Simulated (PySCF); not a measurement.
**[FeS2]+: relaxation and vibrations of the doublet**

Aim: relax [FeS2]+ as a doublet from a bent start, check by its vibrations whether the end is a minimum, and collect its spectrum and constants.

Program: PySCF 2.14.0. Level of theory: PBE0, basis Fe def2-SVP, S def2-SVP, no relativity, density fitting. These are calculated values, not measurements.

### 1 Where the work starts

3 atoms, charge 1, spin multiplicity 2.

Bond lengths: Fe1–S2 1.989 Å, Fe1–S3 1.989 Å. Angles: S2–Fe1–S3 110.0°.

```xyz
3
charge 1 multiplicity 2
Fe    0.0000    0.0000   -0.6087
S     1.6296    0.0000    0.5324
S    -1.6296    0.0000    0.5324
```

### 2 Relaxation: bent start, doublet

The steps below are one call of a driver around PySCF. For each, scf.py gives the equivalent set-up of the SCF; relaxations use the driver's own optimiser. Before each start the driver seeks the lowest SCF state from one or more starting densities and follows internal instabilities, so scf.py alone need not reach the same state.

The program finds C2v symmetry in the start, which this walk keeps. The walk stops when the largest gradient is under 0.0003 Eh/bohr and the energy has settled too.

The input, scf.py:

```python
from pyscf import gto, scf, dft
mol = gto.M(atom='''
Fe     0.000000     0.000000    -0.608669
S      1.629600    -0.000000     0.532431
S     -1.629600     0.000000     0.532431''',
    basis={'Fe': 'def2-SVP', 'S': 'def2-SVP'},
    charge=1, spin=1)
mf = dft.UKS(mol, xc='PBE0')
mf.grids.atom_grid = (50, 194)
aux = {'Fe': 'def2-universal-JKFIT', 'S': 'def2-universal-JKFIT'}
mf = mf.density_fit(auxbasis=aux)
mf.kernel()
```

Further steps of the session: Vibrations and properties at this point.

What does the calculation give? Wanted: minimum; geometry; wavenumbers; dipole moment; highest occupied, lowest empty level; polar-tensor charge of Fe1; zero-point energy; ⟨S²⟩.

As calculated:

```
                                          quantity                             value
                                           minimum   broken-symmetry (Ms = 1/2), C2v
                                          geometry  Fe–S 2.134 Å (×2); S–Fe–S 113.1°
                                wavenumbers (cm⁻¹)       95 (a1), 336 (a1), 348 (b2)
                    dipole moment (centre of mass)                            2.44 D
highest occupied, lowest empty level (either spin)                 -13.10, -10.62 eV
                        polar-tensor charge of Fe1                           +0.54 e
                                 zero-point energy                        4.7 kJ/mol
                               entropy at 298.15 K                   302.4 J/(mol K)
                                              ⟨S²⟩                             3.229
```

**Reading.** The molecule stays C2v, as typed, and the end point is a minimum. The determinant is spin-contaminated (⟨S²⟩ = 3.23 against 0.75), so it is no pure spin state. The strongest infrared band lies at 348 cm⁻¹ (b2, stretch). Other starts or spin states, not run here, may lie lower. One determinant may miss the lowest occupation of an open d or f shell.
